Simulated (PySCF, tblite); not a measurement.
# C2H13NOSi3: geometry, infrared bands, NMR shifts, electronic excitations and core binding energies, part 2 of 3

tblite 0.8.0 and PySCF 2.14.0. Atoms count from 0.

## (5) NMR shieldings: PBE0/pcSseg-1

The job: settings as JSON, then the geometry in Å.

```
{"job": {"kind": "nmr", "xc": "PBE0", "basis": "pcSseg-1"}, "charge": 0, "multiplicity": 1}
C     -3.337195    -1.107983    -0.728681
O     -2.063576    -0.567699    -0.530612
Si    -1.648056     1.040243    -0.513194
N      0.048748     1.003208    -0.143071
Si     0.893872     2.528382    -0.011097
Si     0.852308    -0.559515     0.068319
C      2.673274    -0.254108     0.411366
H     -3.739721    -0.862717    -1.728507
H     -4.060039    -0.752945     0.028646
H     -3.272223    -2.203376    -0.648570
H     -2.443373     1.772871     0.522314
H     -1.924251     1.672723    -1.841747
H     -0.115313     3.603731    -0.269600
H      1.993712     2.660873    -1.014219
H      1.475060     2.743713     1.349057
H      0.725855    -1.389873    -1.166413
H      0.262312    -1.308043     1.218222
H      2.827922     0.360541     1.311884
H      3.175192     0.237325    -0.436376
H      3.173403    -1.221072     0.580318
```

With the program's defaults for keys left out, this is: GIAO PBE0/pcSseg-1 NMR shielding, non-relativistic, gas phase.

Log:

```text
coarse grid: 17256 points
cycle   1  E = -1081.7461812777  dE =  3.199e-01  |g| = 7.860e-01  |ddm| = 3.893e+00
cycle   2  E = -1081.5724217041  dE =  1.738e-01  |g| = 1.215e+00  |ddm| = 1.659e+00
cycle   3  E = -1081.8635258277  dE = -2.911e-01  |g| = 1.072e-01  |ddm| = 1.172e+00
cycle   4  E = -1081.8655334510  dE = -2.008e-03  |g| = 4.160e-02  |ddm| = 1.120e-01
cycle   5  E = -1081.8659388748  dE = -4.054e-04  |g| = 8.103e-03  |ddm| = 3.694e-02
cycle   6  E = -1081.8659526457  dE = -1.377e-05  |g| = 2.724e-03  |ddm| = 1.017e-02
cycle   7  E = -1081.8659541668  dE = -1.521e-06  |g| = 8.587e-04  |ddm| = 3.035e-03
final grid: 150232 points
cycle   8  E = -1081.9131695888  dE = -1.856e-05  |g| = 9.663e-03  |ddm| = 1.928e-02
cycle   9  E = -1081.9131529854  dE =  1.660e-05  |g| = 1.349e-02  |ddm| = 1.458e-02
cycle  10  E = -1081.9131879282  dE = -3.494e-05  |g| = 1.384e-03  |ddm| = 9.185e-03
cycle  11  E = -1081.9131883295  dE = -4.013e-07  |g| = 1.774e-04  |ddm| = 1.221e-03
cycle  12  E = -1081.9131883356  dE = -6.140e-09  |g| = 5.367e-05  |ddm| = 1.888e-04
cycle  13  E = -1081.9131883362  dE = -5.755e-10  |g| = 2.624e-05  |ddm| = 7.682e-05
converged SCF energy = -1081.9131883362

GIAO shielding tensors (ppm)
atom      isotropic    diamagn.    paramagn.     s11        s22        s33       span
  0 C      132.440     235.881    -103.441    104.256    108.523    184.540     80.284
  1 O      322.261     405.529     -83.268    296.554    317.404    352.824     56.270
  2 Si     373.921     882.187    -508.267    345.564    350.194    426.004     80.439
  3 N      268.028     334.788     -66.760    239.149    275.259    289.678     50.529
  4 Si     414.448     879.841    -465.392    365.644    411.404    466.298    100.654
  5 Si     380.002     882.510    -502.508    348.714    372.288    419.003     70.289
  6 C      189.453     256.761     -67.308    184.801    188.152    195.407     10.606
  7 H       27.624      25.823       1.801     23.373     25.150     34.349     10.976
  8 H       27.632      26.145       1.487     23.424     25.185     34.286     10.862
  9 H       27.396      27.322       0.074     23.037     25.231     33.920     10.883
 10 H       26.254      30.560      -4.306     22.862     24.812     31.089      8.227
 11 H       26.242      30.330      -4.089     22.815     24.763     31.147      8.332
 12 H       26.773      28.427      -1.654     23.159     25.493     31.669      8.510
 13 H       26.746      29.233      -2.487     23.247     24.915     32.076      8.829
 14 H       26.732      29.362      -2.631     23.280     24.786     32.129      8.848
 15 H       26.433      31.935      -5.502     22.152     26.134     31.012      8.860
 16 H       26.448      32.118      -5.670     22.160     26.089     31.096      8.936
 17 H       30.633      31.732      -1.099     26.105     29.137     36.657     10.552
 18 H       30.639      31.400      -0.761     26.232     28.913     36.774     10.542
 19 H       31.141      29.690       1.450     26.775     27.625     39.022     12.246
```

Wall time 64 s (1 thread of Arm Neoverse N1, shared host); peak memory 0.97 GiB.

Shifts follow as δ = σ(reference) − σ, with reference shieldings (ppm) from runs at the same level and on the same kind of geometry: ¹H TMS 31.27, ¹³C TMS 184.4, ²⁹Si TMS 352.0, ¹⁵N NH3 265.7, ¹⁷O H2O 334.6. The references are single molecules in the gas phase, so shifts against H2O, NH3, PH3, H3PO4 or CFCl3 are not on the usual liquid scales and can be off by tens of ppm. Atoms listed in one row are averaged.

```
        atoms                               environment  σ (ppm)  δ (ppm)  δ scaled to CDCl3
           C0                 methyl carbon bonded to O    132.4     52.0               50.0
           C6                methyl carbon bonded to Si    189.5     -5.0               -5.4
     H10, H11      hydrogen on a silicon bonded to N, O    26.25     5.02                  –
     H15, H16      hydrogen on a silicon bonded to C, N    26.44     4.83                  –
H12, H13, H14         hydrogen on a silicon bonded to N    26.75     4.52                  –
   H7, H8, H9   hydrogen on a methyl carbon bonded to O    27.55     3.72               3.74
H17, H18, H19  hydrogen on a methyl carbon bonded to Si    30.80     0.46               0.65
           O1                    oxygen bonded to C, Si    322.3     12.3                  –
          Si2               silicon bonded to N, O, 2 H    373.9    -21.9                  –
          Si5               silicon bonded to C, N, 2 H    380.0    -28.0                  –
          Si4                  silicon bonded to N, 3 H    414.4    -62.5                  –
           N3                   nitrogen bonded to 3 Si    268.0     -2.4                  –
```

The scaled column applies a straight-line fit of computed shieldings to shifts measured in CDCl3 (root-mean-square error 0.21 ppm for H, 2.0 ppm for C).

The run also stored atomic charges by several schemes (e):

```
atoms  Mulliken    IAO  Hirshfeld  ESP fit
   C0     -0.01  -0.19      -0.03    -0.23
   O1     -0.66  -0.63      -0.21    -0.32
  Si2      0.96   1.10       0.41     0.66
   N3     -1.09  -1.03      -0.35    -0.59
  Si4      0.63   0.72       0.34     0.40
  Si5      0.82   0.89       0.36     0.79
   C6     -0.68  -0.72      -0.21    -0.73
```

Mayer bond orders: C0–O1 0.90, O1–Si2 0.91, Si2–N3 0.91, N3–Si4 0.91, N3–Si5 0.83, Si5–C6 0.94.

## (6) Ultraviolet spectrum: PBE0/def2-SVPD

Settings changed since step 5:

```diff
@@ -1,2 +1,2 @@
-{"job": {"kind": "nmr", "xc": "PBE0", "basis": "pcSseg-1"}, "charge": 0, "multiplicity": 1}
+{"job": {"kind": "uv", "xc": "PBE0", "basis": "def2-SVPD", "ip": true}, "charge": 0, "multiplicity": 1}
 C     -3.337195    -1.107983    -0.728681
```

Level: TDDFT PBE0/def2-SVPD, vertical, gas phase, core orbitals frozen in the response.

Log:

```text
coarse grid: 17256 points
cycle   1  E = -1081.3045132441  dE =  2.782e-01  |g| = 7.449e-01  |ddm| = 5.807e+00
cycle   2  E = -1081.1234627438  dE =  1.811e-01  |g| = 1.188e+00  |ddm| = 2.217e+00
cycle   3  E = -1081.4160465015  dE = -2.926e-01  |g| = 1.053e-01  |ddm| = 1.344e+00
cycle   4  E = -1081.4181656260  dE = -2.119e-03  |g| = 4.398e-02  |ddm| = 1.923e-01
cycle   5  E = -1081.4186476410  dE = -4.820e-04  |g| = 7.383e-03  |ddm| = 6.036e-02
cycle   6  E = -1081.4186604598  dE = -1.282e-05  |g| = 3.326e-03  |ddm| = 1.859e-02
cycle   7  E = -1081.4186630260  dE = -2.566e-06  |g| = 7.734e-04  |ddm| = 4.852e-03
final grid: 150232 points
cycle   8  E = -1081.5562112616  dE = -2.133e-05  |g| = 9.051e-03  |ddm| = 1.120e-01
cycle   9  E = -1081.5561947818  dE =  1.648e-05  |g| = 1.285e-02  |ddm| = 2.154e-02
cycle  10  E = -1081.5562286769  dE = -3.390e-05  |g| = 1.382e-03  |ddm| = 1.297e-02
cycle  11  E = -1081.5562291171  dE = -4.402e-07  |g| = 1.050e-04  |ddm| = 1.528e-03
cycle  12  E = -1081.5562291193  dE = -2.196e-09  |g| = 6.068e-05  |ddm| = 3.353e-04
cycle  13  E = -1081.5562291203  dE = -9.620e-10  |g| = 2.127e-05  |ddm| = 1.242e-04
converged SCF energy = -1081.5562291203

Static polarisability (au): isotropic 114.991, principal 96.396 116.787 131.790

Singlet excitations
state   eV       nm        f      main configurations
  1   6.1199    202.6   0.00042   H->L 0.94
  2   6.5627    188.9   0.00264   H->L+1 0.68, H->L+2 0.23
  3   6.7927    182.5   0.05490   H->L+2 0.73, H->L+1 0.24
  4   7.0603    175.6   0.00018   H-1->L 0.80, H-1->L+1 0.09
  5   7.1444    173.5   0.00450   H->L+3 0.87
  6   7.3923    167.7   0.00065   H->L+4 0.69
  7   7.4986    165.3   0.00787   H-1->L+1 0.65, H->L+4 0.10, H-1->L 0.10
  8   7.5408    164.4   0.01988   H->L+5 0.98
  9   7.7729    159.5   0.00007   H-2->L 0.85
 10   7.8141    158.7   0.00359   H->L+7 0.48, H->L+6 0.26, H->L+8 0.09

Triplet excitations (Tamm-Dancoff, eV): 5.8513 6.3693 6.5823 6.8508
Vertical ionisation energy (delta-SCF) = 9.0023 eV
```

It took 6.2 min on 1 thread of Arm Neoverse N1, shared host; peak memory 1.1 GiB.

Frontier orbitals and where they lie:

```
orbital     eV                        atoms
 HOMO−3  -9.03    O1 29 %, C6 14 %, Si2 9 %
 HOMO−2  -8.77   C6 23 %, O1 21 %, Si5 17 %
 HOMO−1  -8.24    O1 51 %, C0 12 %, Si2 9 %
   HOMO  -7.35    N3 44 %, Si5 9 %, Si2 9 %
   LUMO   0.06  Si4 17 %, Si2 15 %, H10 7 %
 LUMO+1   0.45   Si2 26 %, Si5 14 %, C0 9 %
 LUMO+2   0.47  Si4 24 %, Si5 10 %, H14 8 %
```

With each of the 10 states as a Gaussian band of 0.4 eV half-width at 1/e, the curve within the window shown has maxima at 182 nm (ε 2,400) L/(mol cm). Beyond the last state computed it falls off for lack of states. The curve at chosen wavelengths:

nm, ε (L/mol/cm) and a bar:
```
      153        219 ###
      156        494 ######
      159        864 ###########
      162       1202 ###############
      164       1345 #################
      167       1428 ##################
      170       1472 ##################
      173       1635 ####################
      176       1952 ########################
      179       2284 ############################
      181       2415 ##############################
      184       2379 ##############################
      187       2065 ##########################
      190       1589 ####################
      193       1094 ##############
      196        683 ########
      198        477 ######
      201        263 ###
      204        138 ##
      207         72 #
      210         37 
      213         20 
      215         13 
      218          8 
      221          4 
      224          2
```

Ground-state properties from the same run:

```
           property  computed
  dipole moment (D)      0.55
polarisability (Å³)     17.04
 HOMO–LUMO gap (eV)      7.41
      −ε(HOMO) (eV)      7.35
```

## (7) Nuclear shieldings: B97-2/pcSseg-1

Settings changed since step 6:

```diff
@@ -1,2 +1,2 @@
-{"job": {"kind": "uv", "xc": "PBE0", "basis": "def2-SVPD", "ip": true}, "charge": 0, "multiplicity": 1}
+{"job": {"kind": "nmr", "xc": "B97-2", "basis": "pcSseg-1", "pop": false}, "charge": 0, "multiplicity": 1}
 C     -3.337195    -1.107983    -0.728681
```

Level: GIAO B97-2/pcSseg-1 NMR shielding, non-relativistic, gas phase.

Log:

```text
coarse grid: 17256 points
cycle   1  E = -1082.3230250183  dE =  2.973e-01  |g| = 8.119e-01  |ddm| = 3.906e+00
cycle   2  E = -1082.1114935931  dE =  2.115e-01  |g| = 1.298e+00  |ddm| = 1.795e+00
cycle   3  E = -1082.4497623861  dE = -3.383e-01  |g| = 1.114e-01  |ddm| = 1.297e+00
cycle   4  E = -1082.4520295484  dE = -2.267e-03  |g| = 4.640e-02  |ddm| = 1.244e-01
cycle   5  E = -1082.4525376820  dE = -5.081e-04  |g| = 8.327e-03  |ddm| = 4.090e-02
cycle   6  E = -1082.4525529095  dE = -1.523e-05  |g| = 3.419e-03  |ddm| = 1.181e-02
cycle   7  E = -1082.4525553066  dE = -2.397e-06  |g| = 1.003e-03  |ddm| = 3.663e-03
final grid: 150232 points
cycle   8  E = -1082.4911077471  dE = -4.510e-05  |g| = 6.968e-03  |ddm| = 2.174e-02
cycle   9  E = -1082.4910987706  dE =  8.977e-06  |g| = 9.141e-03  |ddm| = 1.080e-02
cycle  10  E = -1082.4911140238  dE = -1.525e-05  |g| = 1.413e-03  |ddm| = 7.715e-03
cycle  11  E = -1082.4911143768  dE = -3.530e-07  |g| = 2.072e-04  |ddm| = 1.178e-03
cycle  12  E = -1082.4911143866  dE = -9.755e-09  |g| = 6.458e-05  |ddm| = 2.171e-04
cycle  13  E = -1082.4911143873  dE = -6.958e-10  |g| = 2.826e-05  |ddm| = 6.249e-05
converged SCF energy = -1082.4911143873

GIAO shielding tensors (ppm)
atom      isotropic    diamagn.    paramagn.     s11        s22        s33       span
  0 C      131.756     235.729    -103.973    104.130    108.179    182.960     78.829
  1 O      320.360     406.075     -85.715    296.751    315.190    349.139     52.388
  2 Si     382.467     882.407    -499.940    355.849    359.349    432.203     76.354
  3 N      266.827     335.265     -68.438    238.899    273.796    287.787     48.888
  4 Si     419.181     879.984    -460.803    372.581    416.145    468.818     96.237
  5 Si     385.985     882.777    -496.792    355.766    378.917    423.271     67.506
  6 C      188.299     256.530     -68.230    183.892    187.114    193.893     10.001
  7 H       27.738      25.894       1.845     23.523     25.274     34.419     10.896
  8 H       27.746      26.237       1.509     23.571     25.308     34.357     10.786
  9 H       27.533      27.476       0.057     23.226     25.369     34.004     10.778
 10 H       26.464      30.784      -4.320     23.066     25.021     31.305      8.239
 11 H       26.450      30.539      -4.089     23.018     24.972     31.361      8.343
 12 H       26.991      28.632      -1.640     23.383     25.724     31.866      8.483
 13 H       26.949      29.447      -2.498     23.479     25.133     32.235      8.755
 14 H       26.935      29.590      -2.656     23.512     25.005     32.286      8.774
 15 H       26.648      32.229      -5.581     22.401     26.341     31.202      8.801
 16 H       26.663      32.430      -5.767     22.409     26.295     31.285      8.876
 17 H       30.754      31.873      -1.119     26.305     29.311     36.647     10.342
 18 H       30.761      31.525      -0.764     26.430     29.090     36.762     10.332
 19 H       31.250      29.778       1.472     26.976     27.802     38.970     11.994
```

Run time: 58 s. Hardware: 1 thread of Arm Neoverse N1, shared host; peak memory 0.97 GiB.

Key values: δ C0 51.9, C6 -4.6, O1 11.3, Si2 -25.1, H10 4.92, H15 4.72 ppm (means over like atoms).

[end of part 2 of 3]
